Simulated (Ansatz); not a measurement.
# SnH₃Cl (built from SMILES [Cl][SnH3]): search for a transition state

Aim: find the saddle point of a 1,1-elimination that is to form Cl2–H3 and break Sn1–Cl2, Sn1–H3, prove it by its vibrations, and relax downhill on both sides to see what it joins.

Method: PBE0-D4, def2-SVP first, then def2-TZVP; program: Ansatz 0.2.0, Gaussian basis.

107 further runs of the same task are left out: 2 that didn't finish, 105 set aside as unsound or not needed.

## (1) Where the work starts

The guess: 5 atoms, charge 0, spin multiplicity 1.

Atoms are counted from 1 here; the program's logs count them from 0.

Bond lengths: Sn1–Cl2 2.820 Å, Sn1–H4 1.811 Å, Sn1–H5 1.808 Å. Angles: Cl2–Sn1–H4 93.6°, Cl2–Sn1–H5 90.0°, H4–Sn1–H5 92.2°.

As a file:

```
Sn   -0.6180   -0.4077    0.5485
Cl    1.1446    0.2907   -1.5395
H    -0.0751   -0.9598   -1.5568
H    -1.1756    1.2963    0.8033
H     0.7242   -0.2195    1.7445
```

Distances that are to change: Cl2–H3 1.75 Å, Sn1–Cl2 2.82 Å, Sn1–H3 2.24 Å.

## (2) Relaxing the guess with the reacting distances held

hold/in.yaml

```yaml
crystal:
  periodic: [false, false, false]
  atoms:
    - {symbol: Sn, position_ang: [-0.618000, -0.407700, 0.548500]}
    - {symbol: Cl, position_ang: [1.144600, 0.290700, -1.539500]}
    - {symbol: H, position_ang: [-0.075100, -0.959800, -1.556800]}
    - {symbol: H, position_ang: [-1.175600, 1.296300, 0.803300]}
    - {symbol: H, position_ang: [0.724200, -0.219500, 1.744500]}
basis:
  gaussian: {orbitals: def2-SVP}
hamiltonian: {xc: pbe0, dispersion: d4}
relax: {f_tol: 0.08, max_steps: 120, escape_saddle: false, constraints: [{distance: [1, 2]}, {distance: [0, 1]}, {distance: [0, 2]}]}
```

Launch:

```console
$ ansatz run in.yaml --threads 2 --pin off --events-out ev --progress --plain --max-ram 4352MiB
```

What it wrote (excerpt; [...] marks lines left out):

```text
Functional definition: PBE0
  name "PBE0"
  cite "Adamo & Barone, J. Chem. Phys. 110, 6158 (1999) doi:10.1063/1.478522"
  cite "Perdew, Burke & Ernzerhof, Phys. Rev. Lett. 77, 3865 (1996) doi:10.1103/PhysRevLett.77.3865"
  parent pbe
[...]
710 factors; integrals over basis functions are off by at most 4.4e-4 eV
[...]
mean field -18392.80785660 eV, -675.9232216369 hartree, gradient 2.1e-5 eV, S^2 0.000000; 0 other end points of the search recorded, 0 dependent functions left out
[...]
reference -18392.80788087 eV, -675.9232225291 hartree; 21, 21 occupied and 38, 38 virtual orbitals, 710 factors
relax step   1: F+E_penalty+E_count = -18392.88379162 eV  Δ(F+E_penalty+E_count) = +0.000e0 eV  max|allowed force component| = 8.680e-1 eV/Å  Δτ_max = 0.0000 Å  (23 SCF iters, accepted)
[...]
relax step   2: F+E_penalty+E_count = -18392.93445893 eV  Δ(F+E_penalty+E_count) = -5.067e-2 eV  max|allowed force component| = 5.020e-1 eV/Å  Δτ_max = 0.1949 Å  (27 SCF iters, accepted)
[...]
relax step   3: F+E_penalty+E_count = -18392.97749112 eV  Δ(F+E_penalty+E_count) = -4.303e-2 eV  max|allowed force component| = 4.629e-2 eV/Å  Δτ_max = 0.0681 Å  (25 SCF iters, accepted)
  distance Cl 1 - H 2 held at 1.746917 Å   reaction = +1.9440e0 eV/Å
  distance Sn 0 - Cl 1 held at 2.820331 Å   reaction = -5.1994e-2 eV/Å
  distance Sn 0 - H 2 held at 2.243177 Å   reaction = +1.2376e0 eV/Å
710 factors; integrals over basis functions are off by at most 4.1e-4 eV
[...]
mean field -18392.90220232 eV, -675.9266887784 hartree, gradient 1.8e-5 eV, S^2 0.000000; 1 other end points of the search recorded, 0 dependent functions left out
[...]
reference -18392.90222691 eV, -675.9266896819 hartree; 21, 21 occupied and 38, 38 virtual orbitals, 710 factors
Total energy: -18392.97751571 eV, -675.9294564943 hartree
Atom 0 at    -0.549548    -0.303281     0.573272 Å, force     0.194710    -0.416058    -1.141219 eV/Å
Atom 1 at     1.127974     0.306806    -1.610298 Å, force    -1.302411    -1.401307     0.076370 eV/Å
Atom 2 at    -0.056686    -0.973134    -1.510050 Å, force     1.064164     1.773132     1.016317 eV/Å
Atom 3 at    -1.231048     1.292204     0.767869 Å, force     0.043316     0.008855     0.028092 eV/Å
Atom 4 at     0.709408    -0.322594     1.779207 Å, force     0.000220     0.035378     0.020440 eV/Å
Dipole moment:    -0.268670    -0.197423     0.192466 e Å
```

It took 4.2 s on 2 threads of Arm Neoverse V1, shared host.

Step by step:

| step | energy from step 1 (eV) | largest force component (eV/Å) |
| --- | --- | --- |
| 1 | 0.0000 | 0.8680 |
| 2 | -0.0507 | 0.5020 |
| 3 | -0.0937 | 0.0463 |

Close pairs (by a distance rule), those that changed most:

| bond | before (Å) | after (Å) | change (Å) |
| --- | --- | --- | --- |
| Sn1–H4 | 1.811 | 1.746 | -0.065 |
| Sn1–H5 | 1.808 | 1.743 | -0.064 |
| Sn1–Cl2 | 2.820 | 2.820 | +0.000 |

## (3) Force constants to start from

hessian/in.yaml

```yaml
crystal:
  periodic: [false, false, false]
  atoms:
    - {symbol: Sn, position_ang: [-0.549548, -0.303281, 0.573272]}
    - {symbol: Cl, position_ang: [1.127974, 0.306806, -1.610298]}
    - {symbol: H, position_ang: [-0.056686, -0.973134, -1.510050]}
    - {symbol: H, position_ang: [-1.231048, 1.292204, 0.767869]}
    - {symbol: H, position_ang: [0.709408, -0.322594, 1.779207]}
basis:
  gaussian: {orbitals: def2-SVP}
hamiltonian: {xc: pbe0, dispersion: d4}
phonons: {}
scf: {lower_state_search: off}
```

Launch:

```console
$ ansatz run in.yaml --threads 2 --pin off --events-out ev --progress --plain --max-ram 4352MiB
```

What it wrote (excerpt; [...] marks lines left out):

```text
Functional definition: PBE0
  name "PBE0"
  cite "Adamo & Barone, J. Chem. Phys. 110, 6158 (1999) doi:10.1063/1.478522"
  cite "Perdew, Burke & Ernzerhof, Phys. Rev. Lett. 77, 3865 (1996) doi:10.1103/PhysRevLett.77.3865"
  parent pbe
[...]
710 factors; integrals over basis functions are off by at most 4.1e-4 eV
[...]
mean field -18392.90220166 eV, -675.9266887539 hartree, gradient 2.2e-6 eV, S^2 0.000000; 0 other end points of the search recorded, 0 dependent functions left out
[...]
reference -18392.90222619 eV, -675.9266896557 hartree; 21, 21 occupied and 38, 38 virtual orbitals, 710 factors
[... from here to the last solve, the lines of the solves are left out (29 solves) ...]
710 factors; integrals over basis functions are off by at most 4.1e-4 eV
[...]
mean field -18392.90212318 eV, -675.9266858700 hartree, gradient 9.7e-7 eV, S^2 0.000000; 0 other end points of the search recorded, 0 dependent functions left out
[...]
reference -18392.90214772 eV, -675.9266867717 hartree; 21, 21 occupied and 38, 38 virtual orbitals, 710 factors
WARN: phonons: modes at or below zero, which the zero-point energy, F, S and C_V leave out: 1, the lowest at -1133.16 cm⁻¹. A minimum has none, and a first-order saddle one
Total energy: -18392.97751500 eV, -675.9294564683 hartree
Atom 0 at    -0.549548    -0.303281     0.573272 Å, force     0.194710    -0.416067    -1.141242 eV/Å
Atom 1 at     1.127974     0.306806    -1.610298 Å, force    -1.302413    -1.401312     0.076368 eV/Å
Atom 2 at    -0.056686    -0.973134    -1.510050 Å, force     1.064168     1.773131     1.016318 eV/Å
Atom 3 at    -1.231048     1.292204     0.767869 Å, force     0.043327     0.008854     0.028114 eV/Å
Atom 4 at     0.709408    -0.322594     1.779207 Å, force     0.000208     0.035395     0.020442 eV/Å
Dipole moment:    -0.268670    -0.197422     0.192465 e Å
Vibrations: -1133.16 200.87 380.29 468.64 761.77 767.02 897.74 1806.21 1836.52 cm⁻¹, zero-point energy 0.441325 eV
Checks for a lower state left out: stability, starts, cluster_reference, orbital_swaps, neighbouring_geometries, increment
```

It took 23 s on 2 threads of Arm Neoverse V1, shared host.

The structure is not stationary yet, so these wavenumbers are no spectrum; the search needs only the force constants.

## (4) Saddle search in the small basis

A small driver takes partitioned rational-function steps: uphill along one mode, downhill along the rest. It calls the program once a step for energy and forces and updates the Hessian by Bofill's formula. It stops when the largest force is under 0.03 eV/Å and the followed curvature is negative. The first step's input:

presaddle/in.yaml

```yaml
crystal:
  periodic: [false, false, false]
  atoms:
    - {symbol: Sn, position_ang: [-0.549548, -0.303281, 0.573272]}
    - {symbol: Cl, position_ang: [1.127974, 0.306806, -1.610298]}
    - {symbol: H, position_ang: [-0.056686, -0.973134, -1.510050]}
    - {symbol: H, position_ang: [-1.231048, 1.292204, 0.767869]}
    - {symbol: H, position_ang: [0.709408, -0.322594, 1.779207]}
basis:
  gaussian: {orbitals: def2-SVP}
hamiltonian: {xc: pbe0, dispersion: d4}
output: {forces: true}
scf: {lower_state_search: off}
```

Launch:

```console
$ ansatz run in.yaml --threads 2 --pin off --events-out ev --progress --plain --max-ram 4352MiB
```

Step by step:

| step | energy (eV) | largest force (eV/Å) | followed curvature (eV/Å²) |
| --- | --- | --- | --- |
| 1 | -18392.97751 | 1.7731 | -10.32 |
| 2 | -18393.31846 | 1.0921 | -10.30 |
| 3 | -18393.35812 | 1.1877 | -9.55 |
| 4 | -18393.40720 | 0.2245 | -10.08 |
| 5 | -18393.41187 | 0.0689 | -9.75 |
| 6 | -18393.41202 | 0.0380 | -9.73 |
| 7 | -18393.41229 | 0.0107 | -9.65 |

The 7 steps took 6.2 s in all (2 threads of Arm Neoverse V1, shared host).

## (5) Saddle search in triple zeta

The search itself is an outer loop (partitioned rational-function steps, Bofill update of the Hessian). Each step is one single-point run with forces. It stops when the largest force is under 0.008 eV/Å and the followed curvature is negative. The first step's input:

saddle/in.yaml

```yaml
crystal:
  periodic: [false, false, false]
  atoms:
    - {symbol: Sn, position_ang: [-0.472552, -0.282584, 0.445514]}
    - {symbol: Cl, position_ang: [1.103735, 0.287018, -1.638707]}
    - {symbol: H, position_ang: [-0.077303, -0.854586, -1.226309]}
    - {symbol: H, position_ang: [-1.246325, 1.243228, 0.700424]}
    - {symbol: H, position_ang: [0.692545, -0.393076, 1.719079]}
basis:
  gaussian: {orbitals: def2-TZVP}
hamiltonian: {xc: pbe0, dispersion: d4}
output: {forces: true}
scf: {lower_state_search: off}
```

Launch:

```console
$ ansatz run in.yaml --threads 2 --pin off --events-out ev --progress --plain --max-ram 4352MiB
```

Step by step:

| step | energy (eV) | largest force (eV/Å) | followed curvature (eV/Å²) |
| --- | --- | --- | --- |
| 1 | -18398.00391 | 0.1338 | -9.65 |
| 2 | -18398.00408 | 0.0491 | -7.39 |
| 3 | -18398.00400 | 0.0084 | -7.86 |
| 4 | -18398.00401 | 0.0011 | -7.62 |

The 4 steps took 5.4 s in all (2 threads of Arm Neoverse V1, shared host).

The point found:

| atom | x (Å) | y (Å) | z (Å) |
| --- | --- | --- | --- |
| Sn1 | -0.47958 | -0.28881 | 0.44867 |
| Cl2 | 1.09092 | 0.27853 | -1.62873 |
| H3 | -0.06536 | -0.84288 | -1.22948 |
| H4 | -1.23565 | 1.23925 | 0.69886 |
| H5 | 0.68977 | -0.38608 | 1.71068 |

Followed mode, largest move set to 1: H3 (0.71, 0.58, -0.40); Sn1 (-0.53, -0.32, 0.42); Cl2 (-0.34, -0.50, -0.11); H5 (0.07, 0.14, 0.03).

## (6) Checking the order of the point

vib/in.yaml

```yaml
crystal:
  periodic: [false, false, false]
  atoms:
    - {symbol: Sn, position_ang: [-0.479579, -0.288808, 0.448675]}
    - {symbol: Cl, position_ang: [1.090922, 0.278525, -1.628735]}
    - {symbol: H, position_ang: [-0.065356, -0.842883, -1.229484]}
    - {symbol: H, position_ang: [-1.235653, 1.239251, 0.698863]}
    - {symbol: H, position_ang: [0.689766, -0.386085, 1.710681]}
basis:
  gaussian: {orbitals: def2-TZVP}
hamiltonian: {xc: pbe0, dispersion: d4}
phonons: {temperatures: {t_min: 298.15, t_max: 900, t_step: 200}}
```

Launch:

```console
$ ansatz run in.yaml --threads 2 --pin off --events-out ev --progress --plain --max-ram 4352MiB
```

What it wrote (excerpt; [...] marks lines left out):

```text
Functional definition: PBE0
  name "PBE0"
  cite "Adamo & Barone, J. Chem. Phys. 110, 6158 (1999) doi:10.1063/1.478522"
  cite "Perdew, Burke & Ernzerhof, Phys. Rev. Lett. 77, 3865 (1996) doi:10.1103/PhysRevLett.77.3865"
  parent pbe
[...]
861 factors; their error is unknown
[...]
mean field -18397.93358113 eV, -676.1115885393 hartree, gradient 7.5e-6 eV, S^2 0.000000; 0 other end points of the search recorded, 0 dependent functions left out
[...]
reference -18397.93361456 eV, -676.1115897678 hartree; 21, 21 occupied and 84, 84 virtual orbitals, 861 factors
[... from here to the last solve, the lines of the solves are left out (29 solves) ...]
861 factors; their error is unknown
mean field -18397.93355261 eV, -676.1115874910 hartree, gradient 1.9e-6 eV, S^2 0.000000; 0 other end points of the search recorded, 0 dependent functions left out
[...]
reference -18397.93358603 eV, -676.1115887194 hartree; 21, 21 occupied and 84, 84 virtual orbitals, 861 factors
WARN: phonons: modes at or below zero, which the zero-point energy, F, S and C_V leave out: 1, the lowest at -984.83 cm⁻¹. A minimum has none, and a first-order saddle one
Total energy: -18398.00400700 eV, -676.1141766424 hartree
Atom 0 at    -0.479579    -0.288808     0.448675 Å, force     0.000776     0.000177     0.001109 eV/Å
Atom 1 at     1.090922     0.278525    -1.628735 Å, force    -0.000071    -0.000508    -0.000522 eV/Å
Atom 2 at    -0.065356    -0.842883    -1.229484 Å, force     0.000430     0.000347    -0.000488 eV/Å
Atom 3 at    -1.235653     1.239251     0.698863 Å, force    -0.000727     0.000352     0.000069 eV/Å
Atom 4 at     0.689766    -0.386085     1.710681 Å, force    -0.000408    -0.000368    -0.000169 eV/Å
Dipole moment:    -0.328466    -0.182673     0.331546 e Å
Vibrations: -984.83 237.36 387.25 535.98 584.30 775.47 1536.68 1873.62 1887.22 cm⁻¹, zero-point energy 0.484647 eV
```

It took 36 s on 2 threads of Arm Neoverse V1, shared host.

Wavenumbers and character of the modes:

| mode | wavenumber (cm⁻¹) | character |
| --- | --- | --- |
| 1 | 985i | changes Cl2–H3, Sn1–H3 |
| 2 | 237 | Sn–Cl stretch |
| 3 | 387 | bend |
| 4 | 536 | bend |
| 5 | 584 | bend |
| 6 | 775 | bend |
| 7 | 1537 | Sn–H stretch |
| 8 | 1874 | Sn–H stretch |
| 9 | 1887 | Sn–H stretch |

Vibrational sums (real modes only):

| T (K) | entropy (J/mol/K) | heat capacity (J/mol/K) |
| --- | --- | --- |
| 298 | 17.3 | 26.4 |
| 498 | 33.9 | 38.6 |
| 698 | 48.4 | 46.9 |
| 898 | 60.9 | 52.5 |

## (7) Relaxing after a step of 0.30 Å one way along the mode

downa/in.yaml

```yaml
crystal:
  periodic: [false, false, false]
  atoms:
    - {symbol: Sn, position_ang: [-0.637724, -0.384138, 0.575129]}
    - {symbol: Cl, position_ang: [0.987530, 0.129528, -1.662150]}
    - {symbol: H, position_ang: [0.147251, -0.669538, -1.350932]}
    - {symbol: H, position_ang: [-1.208940, 1.269689, 0.718452]}
    - {symbol: H, position_ang: [0.711983, -0.345542, 1.719502]}
basis:
  gaussian: {orbitals: def2-TZVP}
hamiltonian: {xc: pbe0, dispersion: d4}
relax: {f_tol: 0.005, max_steps: 200}
```

Launch:

```console
$ ansatz run in.yaml --threads 2 --pin off --events-out ev --progress --plain --max-ram 4352MiB
```

What it wrote (excerpt; [...] marks lines left out):

```text
Functional definition: PBE0
  name "PBE0"
  cite "Adamo & Barone, J. Chem. Phys. 110, 6158 (1999) doi:10.1063/1.478522"
  cite "Perdew, Burke & Ernzerhof, Phys. Rev. Lett. 77, 3865 (1996) doi:10.1103/PhysRevLett.77.3865"
  parent pbe
[...]
861 factors; their error is unknown
[...]
mean field -18397.91671634 eV, -676.1109687697 hartree, gradient 2.7e-5 eV, S^2 0.000000; 0 other end points of the search recorded, 0 dependent functions left out
[...]
reference -18397.91674964 eV, -676.1109699936 hartree; 21, 21 occupied and 84, 84 virtual orbitals, 861 factors
relax step   1: F+E_penalty+E_count = -18397.99051589 eV  Δ(F+E_penalty+E_count) = +0.000e0 eV  max|allowed force component| = 3.251e0 eV/Å  Δτ_max = 0.0000 Å  (26 SCF iters, accepted)
[...]
861 factors; their error is unknown
mean field -18398.48448438 eV, -676.1318338601 hartree, gradient 2.8e-5 eV, S^2 0.000000; 1 other end points of the search recorded, 0 dependent functions left out
[...]
reference -18398.48451762 eV, -676.1318350818 hartree; 21, 21 occupied and 84, 84 virtual orbitals, 861 factors
Total energy: -18398.56021492 eV, -676.1346169065 hartree
Atom 0 at    -0.829824    -0.404978     0.924082 Å, force     0.000735     0.000474    -0.000717 eV/Å
Atom 1 at     0.832894     0.098354    -1.427386 Å, force    -0.000575    -0.001245    -0.000735 eV/Å
Atom 2 at     0.405618    -0.866747    -2.155722 Å, force     0.000292     0.001015     0.000881 eV/Å
Atom 3 at    -1.099777     1.344319     0.857993 Å, force    -0.000522     0.000076     0.000105 eV/Å
Atom 4 at     0.691191    -0.170947     1.801034 Å, force     0.000070    -0.000319     0.000467 eV/Å
Dipole moment:     0.032293    -0.259176    -0.475888 e Å
```

It took 14 s on 2 threads of Arm Neoverse V1, shared host.

Step by step:

| step | energy from step 1 (eV) | largest force component (eV/Å) |
| --- | --- | --- |
| 1 | 0.0000 | 3.2510 |
| 2 | -0.3981 | 0.6599 |
| 3 | -0.4537 | 0.6154 |
| 4 | -0.4955 | 0.8172 |
| 5 | -0.5585 | 0.2080 |
| 6 | -0.5677 | 0.0571 |
| 7 | -0.5695 | 0.0580 |
| 8 | -0.5697 | 0.0012 |

Close pairs (by a distance rule), those that changed most:

| bond | before (Å) | after (Å) | change (Å) |
| --- | --- | --- | --- |
| Sn1–H3 | 2.099 | 3.350 | +1.251 |
| Sn1–Cl2 | 2.813 | 2.924 | +0.111 |
| Cl2–H3 | 1.201 | 1.282 | +0.082 |
| Sn1–H4 | 1.756 | 1.771 | +0.016 |
| Sn1–H5 | 1.770 | 1.771 | +0.001 |

## (8) Relaxing after a step of 0.30 Å the other way along the mode

downb/in.yaml

```yaml
crystal:
  periodic: [false, false, false]
  atoms:
    - {symbol: Sn, position_ang: [-0.321433, -0.193478, 0.322221]}
    - {symbol: Cl, position_ang: [1.194313, 0.427522, -1.595319]}
    - {symbol: H, position_ang: [-0.277964, -1.016228, -1.108036]}
    - {symbol: H, position_ang: [-1.262365, 1.208812, 0.679274]}
    - {symbol: H, position_ang: [0.667549, -0.426628, 1.701860]}
basis:
  gaussian: {orbitals: def2-TZVP}
hamiltonian: {xc: pbe0, dispersion: d4}
relax: {f_tol: 0.005, max_steps: 200}
```

Launch:

```console
$ ansatz run in.yaml --threads 2 --pin off --events-out ev --progress --plain --max-ram 4352MiB
```

What it wrote (excerpt; [...] marks lines left out):

```text
Functional definition: PBE0
  name "PBE0"
  cite "Adamo & Barone, J. Chem. Phys. 110, 6158 (1999) doi:10.1063/1.478522"
  cite "Perdew, Burke & Ernzerhof, Phys. Rev. Lett. 77, 3865 (1996) doi:10.1103/PhysRevLett.77.3865"
  parent pbe
[...]
861 factors; their error is unknown
[...]
mean field -18398.52366060 eV, -676.1332735598 hartree, gradient 2.2e-5 eV, S^2 0.000000; 0 other end points of the search recorded, 0 dependent functions left out
[...]
reference -18398.52369282 eV, -676.1332747437 hartree; 21, 21 occupied and 84, 84 virtual orbitals, 861 factors
relax step   1: F+E_penalty+E_count = -18398.59440344 eV  Δ(F+E_penalty+E_count) = +0.000e0 eV  max|allowed force component| = 1.307e0 eV/Å  Δτ_max = 0.0000 Å  (25 SCF iters, accepted)
[...]
861 factors; their error is unknown
[...]
mean field -18399.98070945 eV, -676.1868191173 hartree, gradient 1.7e-5 eV, S^2 0.000000; 1 other end points of the search recorded, 0 dependent functions left out
[...]
reference -18399.98074148 eV, -676.1868202943 hartree; 21, 21 occupied and 84, 84 virtual orbitals, 861 factors
Total energy: -18400.05222742 eV, -676.1894473543 hartree
Atom 0 at    -0.123632    -0.075101     0.114394 Å, force     0.000630     0.000670     0.001011 eV/Å
Atom 1 at     1.439584     0.872110    -1.336236 Å, force    -0.001044    -0.001211    -0.000227 eV/Å
Atom 2 at    -0.800094    -1.394589    -0.717655 Å, force     0.001893     0.003587     0.001999 eV/Å
Atom 3 at    -1.260691     1.145620     0.442177 Å, force     0.000165    -0.002223    -0.000920 eV/Å
Atom 4 at     0.744933    -0.548040     1.497319 Å, force    -0.001644    -0.000823    -0.001862 eV/Å
Dipole moment:    -0.347411    -0.210689     0.322023 e Å
```

Run time: 12 s. Hardware: 2 threads of Arm Neoverse V1, shared host.

The steps of the relaxation:

| step | energy from step 1 (eV) | largest force component (eV/Å) |
| --- | --- | --- |
| 1 | 0.0000 | 1.3070 |
| 2 | -0.6125 | 1.3220 |
| 3 | -1.0279 | 1.3112 |
| 4 | -1.3546 | 0.4253 |
| 5 | -1.4574 | 0.0356 |
| 6 | -1.4572 | 0.0621 |
| 7 | -1.4578 | 0.0036 |

Close pairs (by a distance rule), those that changed most:

| bond | before (Å) | after (Å) | change (Å) |
| --- | --- | --- | --- |
| Sn1–Cl2 | 2.522 | 2.333 | -0.188 |
| Sn1–H3 | 1.651 | 1.700 | +0.050 |
| Sn1–H4 | 1.726 | 1.700 | -0.026 |
| Sn1–H5 | 1.713 | 1.700 | -0.013 |

## (9) The three structures

| pair | start side (Å) | saddle (Å) | end side (Å) |
| --- | --- | --- | --- |
| Cl2–H3 | 3.246 | 1.659 | 1.282 |
| Sn1–Cl2 | 2.333 | 2.665 | 2.924 |
| Sn1–H3 | 1.700 | 1.815 | 3.350 |

## (10) Results

| quantity | value |
| --- | --- |
| imaginary mode | 985i cm⁻¹ |
| barrier from the start side | 2.048 eV |
| barrier from the end side | 0.556 eV |
| energy of the step | +1.492 eV |
| pairs that change | Cl2–H3 formed, Sn1–Cl2 loosened, Sn1–H3 broken |
| zero-point energy at the saddle | 0.485 eV |

**Reading.** One imaginary mode, 985i cm⁻¹, makes this a first-order saddle. The two relaxations end on the structures that were planned. A bond meant to break is only loosened at the end: the products stay bound as an adduct. At PBE0-D4/def2-TZVP the electronic barrier is 2.048 eV, about 80 kT at 298 K, and the step runs 1.492 eV uphill. A step off the saddle overshot and began above it in energy, so the link to its end is likely but not proven. The ends are the nearest minima, not always the lowest complexes.
